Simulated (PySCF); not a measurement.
# BrGeH3: the cost of one run

Computed with PySCF 2.14.0, with density-fitted response routines of our own, on a single molecule in the gas phase. Atoms are numbered from 0 throughout.

### Step 1. Starting geometry

5 atoms, charge 0, multiplicity 1; geometry from: PBE0-D3(BJ)/def2-SVP.

Bonds of the start (Å): Ge0–Br1 2.31, Ge0–H2 1.53, Ge0–H3 1.53, Ge0–H4 1.53.

### Step 2. NMR shieldings: PBE0/pcSseg-2

Job settings and geometry (Å):

```
{"job": {"kind": "nmr", "xc": "PBE0", "basis": "pcSseg-2", "pop": false}, "charge": 0, "multiplicity": 1}
Ge     0.124360     0.170165    -0.052874
Br     2.432269     0.225429     0.080510
H     -0.392962    -0.486680     1.233426
H     -0.360132     1.620734    -0.176425
H     -0.245309    -0.654874    -1.292603
```

With the program's defaults for keys left out, this is: GIAO PBE0/pcSseg-2 NMR shielding, non-relativistic, gas phase.

Command:

```bash
> OMP_NUM_THREADS=1 python probes_run.py task.json out
```

One launch serves the whole session: the jobs run in the order shown.

**Question.** How long does this first job take on 1 thread of Arm Neoverse V2, shared host, and how much memory does it need?

About 9.4 s, with a peak of 0.92 GiB.
